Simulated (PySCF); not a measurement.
# CeH4N2 (Ce(NH2)22+): the cost of one run

Computed with PySCF 2.14.0. Level: PBE0, Ce lcecp-2-SVP with ECP46, N def2-SVP, H def2-SVP; scalar-relativistic core potentials, no spin–orbit coupling.

1 further run of the same task is left out (for a known fault of the program).

## 1. The starting structure

7 atoms, charge 2, spin multiplicity 1.

Bond lengths: Ce1–N2 2.221 Å, Ce1–H3 2.931 Å, Ce1–H4 2.931 Å, Ce1–N5 2.221 Å, Ce1–H6 2.931 Å, Ce1–H7 2.931 Å, N2–H3 1.018 Å, N2–H4 1.018 Å, N5–H6 1.018 Å, N5–H7 1.018 Å. Angles: N2–Ce1–H3 16.5°, N2–Ce1–H4 16.5°, N2–Ce1–N5 131.8°, N2–Ce1–H6 129.7°, N2–Ce1–H7 129.7°, H3–Ce1–H4 32.9°, H3–Ce1–N5 129.7°, H3–Ce1–H6 133.9°, H3–Ce1–H7 122.2°, H4–Ce1–N5 129.7°, H4–Ce1–H6 122.2°, H4–Ce1–H7 133.9°, N5–Ce1–H6 16.5°, N5–Ce1–H7 16.5°, H6–Ce1–H7 32.9°, Ce1–N2–H3 125.4°, Ce1–N2–H4 125.4°, H3–N2–H4 109.2° and more.

Geometry (Å):

```
Ce    0.0000    0.0000    0.0000
N     2.0270    0.0000    0.9071
H     2.5656   -0.8300    1.1482
H     2.5656    0.8300    1.1482
N    -2.0270    0.0000    0.9071
H    -2.5656    0.8300    1.1482
H    -2.5656   -0.8300    1.1482
```

Formal oxidation states: Ce +4. The 4f shell is empty and lies in the core potential.

## 2. SCF at the start, singlet

run.py (the lines that set the calculation) reads:

```python
mol = gto.M(atom='''
Ce     0.00000     0.00000     0.00000
N      2.02700     0.00000     0.90710
H      2.56560    -0.83000     1.14820
H      2.56560     0.83000     1.14820
N     -2.02700     0.00000     0.90710
H     -2.56560     0.83000     1.14820
H     -2.56560    -0.83000     1.14820''',
    basis={'Ce': 'lcecp-2-SVP', 'N': 'def2-SVP', 'H': 'def2-SVP'},
    ecp={'Ce': 'lcecp-2-SVP'},
    charge=2, spin=0)
mf = dft.RKS(mol, xc='PBE0')
mf.grids.atom_grid = (50, 194)  # f atoms: unpruned, at least (60, 302)
mf = mf.density_fit()  # fitting sets: Ce AutoAux, N def2-universal-JKFIT, H def2-universal-JKFIT
mf.conv_tol = 1e-08; mf.max_cycle = 55
mf.kernel(dm0)  # dm0: free metal ions and neutral atoms
```

Launch:

```sh
> OMP_NUM_THREADS=2 python run.py
```

Q: Estimate wall time and peak memory on 2 threads of Arm Neoverse V2, shared host.

About 2.4 s, with a peak of 0.46 GiB.
